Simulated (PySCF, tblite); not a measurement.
# C₈H₁₃PSi: geometry, infrared bands and NMR shifts

What infrared bands and NMR shifts should C₈H₁₃PSi (`C[Si](C)(C)c1ccccp1`) show?

Programs: tblite 0.8.0 and PySCF 2.14.0, with density-fitted response routines of our own. Each step states its level of theory. These are calculated values for one molecule in the gas phase, unless marked as measured. Atoms are numbered from 0 throughout.

### 1 The molecule as given

23 atoms, charge 0, multiplicity 1; geometry from: force field or distance geometry start.

Bonds of the start (Å): C0–Si1 1.87, Si1–C2 1.88, Si1–C3 1.88, Si1–C4 1.89, C4–C5 1.41, C5–C6 1.41, C6–C7 1.41, C7–C8 1.40, C8–P9 1.84, P9–C4 1.86, C0–H10 1.11, C0–H11 1.09, C0–H12 1.10, C2–H13 1.10, C2–H14 1.11, C2–H15 1.09, C3–H16 1.09, C3–H17 1.11, C3–H18 1.10, C5–H19 1.09, C6–H20 1.09, C7–H21 1.08, C8–H22 1.08.

### 2 Geometry optimisation with GFN2-xTB

The job: settings as JSON, then the geometry in Å.

```
{"job": {"kind": "relax", "xc": "GFN2-xTB", "basis": "xTB"}, "charge": 0, "multiplicity": 1}
C     -2.106900     1.264300    -0.694900
Si    -1.253400    -0.266400    -0.035600
C     -1.668200    -1.717800    -1.150000
C     -1.909100    -0.595600     1.695500
C      0.614300    -0.001900     0.027000
C      1.239400     1.185200    -0.393400
C      2.631400     1.427400    -0.375200
C      3.587700     0.496800     0.072200
C      3.288700    -0.784900     0.540300
P      1.579800    -1.455600     0.667800
H     -3.200900     1.108200    -0.722100
H     -1.780800     1.488100    -1.708200
H     -1.915700     2.134800    -0.048200
H     -1.270000    -1.552800    -2.160100
H     -2.766300    -1.815100    -1.232700
H     -1.273300    -2.651300    -0.753000
H     -2.998000    -0.685100     1.688500
H     -1.504200    -1.540300     2.108800
H     -1.641700     0.216200     2.387900
H      0.631500     2.009000    -0.754000
H      2.984400     2.401000    -0.715500
H      4.630200     0.790600     0.039100
H      4.096200    -1.428000     0.871300
```

Command:

```
> OMP_NUM_THREADS=1 python probes_run.py task.json out
```

One launch serves the whole session: the jobs run in the order shown.

**Question.** This job is followed by: GFN2-xTB harmonic vibrations, gas phase; GIAO PBE0/pcSseg-1 NMR shielding, non-relativistic, gas phase. What will the session give for the following? strongest single infrared mode (GFN2-xTB); zero-point energy (GFN2-xTB); 13C shifts against TMS (PBE0/pcSseg-1, means over atoms taken as alike); 1H shifts against TMS (PBE0/pcSseg-1, means over atoms taken as alike); 29Si shifts against TMS (PBE0/pcSseg-1); 31P shifts against H3PO4 (PBE0/pcSseg-1); surface potential, 1st and 99th percentile.

The runs gave:

```
                                                               quantity                                       value
                              strongest single infrared mode (GFN2-xTB)                        858 cm⁻¹, 244 km/mol
                                           zero-point energy (GFN2-xTB)                              114.8 kcal/mol
13C shifts against TMS (PBE0/pcSseg-1, means over atoms taken as alike)  184.5, 166.4, 142.0, 137.6, 131.7, 1.3 ppm
 1H shifts against TMS (PBE0/pcSseg-1, means over atoms taken as alike)            9.36, 8.26, 8.11, 7.65, 0.38 ppm
                                29Si shifts against TMS (PBE0/pcSseg-1)                                    -0.8 ppm
                               31P shifts against H3PO4 (PBE0/pcSseg-1)                                   262.1 ppm
                                  surface potential, 1st and 99th percentile                          -0.72 V and 0.89 V
```

In words: Over 58 steps the energy fell by 0.442 eV; of the close pairs, C4–P9 changed most, 1.859 to 1.749 Å. No mode is imaginary among the 63: a minimum at this level. The strongest single mode, at 858 cm⁻¹, has its largest shares on H10, H14, H16 and Si1 (the list is cut at 4 atoms). Unscaled tight-binding wavenumbers are off by several per cent, some by more. Its intensities can rank the bands wrongly. At PBE0/pcSseg-1: The largest span, 766 ppm, is at P9, where the paramagnetic term is -915 ppm. NICS(1)zz of -26 ppm above the planar ring from C4 marks a diatropic (aromatic) ring current. At PBE0/pcSseg-1, counted by nearest atom on the grid, the HOMO lies on P9 35 %; C6 20 %, the LUMO on P9 39 %; C4, C6 about 15 % each.
